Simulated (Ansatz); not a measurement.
# C₃H₅ClSi: up Jacob's ladder to CCSD(T)

An exercise on one series of results from a longer session: the logs are not shown, and one member is left open.

The runs use Ansatz 0.2.0, Gaussian basis; functionals in def2-TZVPP, the program's frozen cores in correlated methods.

The runs, in order: LDA (SPW92), PBE-D4, revPBE-D4, BLYP-D4, r2SCAN-D4, B97M-V, PBE0-D4, B3LYP-D4, r2SCANh-D4, r2SCAN0-D4, HSE06-D4, BHLYP-D4, CAM-B3LYP-D4, LC-ωPBE, ωB97X-V, ωB97M-V, B2PLYP, PBE-QIDH; CCSD(T)/def2-SVP; CCSD(T)/def2-TZVPP; MP2/def2-QZVPP; extrapolation to the limit; RPA on PBE.

## Structure used throughout

The geometry comes from an earlier relaxation with PBE0-D4 in a triple-zeta def2 set; it is a stationary point, not always the lowest conformer.

10 atoms, charge 0, spin multiplicity 1.

Atoms are counted from 1 here; the program's logs count them from 0.

Bond lengths: Cl1–C2 1.786 Å, C2–C3 1.474 Å, C2–H6 1.091 Å, C2–H7 1.091 Å, C3–C4 1.332 Å, C3–Si5 1.809 Å, C4–Si5 1.809 Å, C4–H8 1.084 Å, Si5–H9 1.483 Å, Si5–H10 1.481 Å. Angles: Cl1–C2–C3 111.6°, Cl1–C2–H6 106.5°, Cl1–C2–H7 107.0°, C3–C2–H6 110.4°, C3–C2–H7 112.1°, H6–C2–H7 109.1°, C2–C3–C4 136.9°, C2–C3–Si5 154.7°, C4–C3–Si5 68.4°, C3–C4–Si5 68.4°, C3–C4–H8 135.6°, Si5–C4–H8 156.0°, C3–Si5–C4 43.2°, C3–Si5–H9 121.9°, C3–Si5–H10 121.2°, C4–Si5–H9 121.6°, C4–Si5–H10 121.2°, H9–Si5–H10 111.7°.

The first run:

The input, in.yaml:

```yaml
crystal:
  periodic: [false, false, false]
  atoms:
    - {symbol: Cl, position_ang: [-0.564616, 2.358336, 1.161686]}
    - {symbol: C, position_ang: [-1.019447, 0.642571, 0.960365]}
    - {symbol: C, position_ang: [-0.120266, -0.049706, 0.019659]}
    - {symbol: C, position_ang: [-0.245500, -0.904145, -0.994009]}
    - {symbol: Si, position_ang: [1.488941, -0.500338, -0.673870]}
    - {symbol: H, position_ang: [-0.956792, 0.188018, 1.950078]}
    - {symbol: H, position_ang: [-2.056717, 0.624911, 0.623876]}
    - {symbol: H, position_ang: [-1.071867, -1.387251, -1.502092]}
    - {symbol: H, position_ang: [2.395160, -1.455565, 0.008082]}
    - {symbol: H, position_ang: [2.234104, 0.432170, -1.550773]}
basis:
  gaussian: {orbitals: def2-TZVPP}
hamiltonian: {xc: lda}
output: {orbitals: {seedname: orbitals}}
```

Steps of the session up to this table: LDA; PBE-D4 (GGA); revPBE-D4 (GGA); BLYP-D4 (GGA); r2SCAN-D4 (meta-GGA); B97M-V (meta-GGA); PBE0-D4 (hybrid); B3LYP-D4 (hybrid); r2SCANh-D4 (hybrid); r2SCAN0-D4 (hybrid); HSE06-D4 (hybrid); BHLYP-D4 (hybrid); CAM-B3LYP-D4 (range-separated); LC-ωPBE (range-separated); ωB97X-V (range-separated); ωB97M-V (range-separated); B2PLYP (double hybrid); PBE-QIDH (double hybrid).

One of the session's tables, all rows but one given; the rest of the session is left out.

It belongs to the step «Frontier levels by functional». 

```
  functional  HOMO (eV)  gap (eV)
 LDA (SPW92)      -6.62      4.73
      PBE-D4      -6.49      4.84
   revPBE-D4      -6.44      4.88
     BLYP-D4      -6.35      4.88
   r2SCAN-D4      -6.72      5.30
      B97M-V      -6.79      5.47
     PBE0-D4      -7.65      7.07
    B3LYP-D4      -7.44      6.66
  r2SCANh-D4      -7.15      6.12
  r2SCAN0-D4          ?         ?
    HSE06-D4      -7.26      6.29
    BHLYP-D4      -8.72      9.34
CAM-B3LYP-D4      -8.97      9.60
     LC-ωPBE     -10.30     12.09
     ωB97X-V      -9.96     11.67
     ωB97M-V      -9.81     11.38
```

Q: Estimate the row for r2SCAN0-D4 from the others.

Worked estimate for «HOMO (eV)». Against the share of exact exchange, r2SCAN-D4 (0, -6.72), r2SCANh-D4 (0.1, -7.15) give a slope of -4.30 per unit share; at 0.25 the line stands at -7.79.

**Answer.** HOMO (eV): -7.81; gap (eV): 7.34. In «HOMO (eV)» the line misses by +0.02.
